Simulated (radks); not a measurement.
# Cd¹⁶⁺ in [Ar] 3d10 4s2 4p2: an all-electron calculation

One table from this session's results is given with a row withheld; the runs are named, their logs left out.

The numbers are computed with radks (a radial shooting solver on a logarithmic mesh, Libxc functionals) version 1 (Dirac Kohn-Sham, PBE, spin-unpolarised, spherical densities, point nucleus; open shells are shared between the two j in proportion to 2j + 1), except any that are marked as measured or tabulated.

## Starting point

* element: cadmium (Z = 48)
* charge: +16
* electrons: 32
* configuration: [Ar] 3d10 4s2 4p2

Outer shells as boxes (Hund's rule):

Cd¹⁶⁺
```
[Ar] core
3d [↑↓][↑↓][↑↓][↑↓][↑↓]
4s [↑↓]
4p [↑ ][↑ ][  ]
```

Set-up of the first run:

Settings of this run:

```text
Z 48
configuration [Ar] 3d10 4s2 4p2 5s0 4d0
relativity Dirac
functional pbe,pbe
spin unpolarised
j_filling average
nucleus point
c 137.035999084
```

Steps of the session up to this table: Self-consistent calculation.

One table of the session follows, with a row left open; its other results are not shown here.

It belongs to the step «Orbitals and density». From the orbitals of this run (lengths in bohr):

```
level      <r>  outermost maximum (interpolated)  90 % within  nodes
1s1/2  0.03040                            0.0197       0.0546      0
2s1/2   0.1312                             0.111        0.203      1
2p1/2   0.1111                            0.0859        0.182      0
2p3/2   0.1163                            0.0903        0.189      0
3s1/2   0.3551                             0.323        0.522      2
3p1/2   0.3457                             0.309        0.520      1
3p3/2   0.3563                             0.319        0.535      1
3d3/2        ?                                 ?            ?      ?
3d5/2   0.3299                             0.264        0.519      0
4s1/2   0.7812                             0.748         1.11      3
4p1/2   0.8003                             0.763         1.15      2
4p3/2   0.8172                             0.780         1.17      2
4d3/2   0.8529                             0.804         1.24      1
4d5/2   0.8577                             0.809         1.25      1
5s1/2    1.400                              1.42         1.94      4
```

Estimate the missing values for 3d3/2.

**Answer.** <r>: 0.3266; outermost maximum (interpolated): 0.261; 90 % within: 0.514; nodes: 0. In the column «<r>» it lies between 2s1/2 (0.1312) and 3d5/2 (0.3299).

Caveats from the session: Spin polarisation and multiplet splitting are left out.
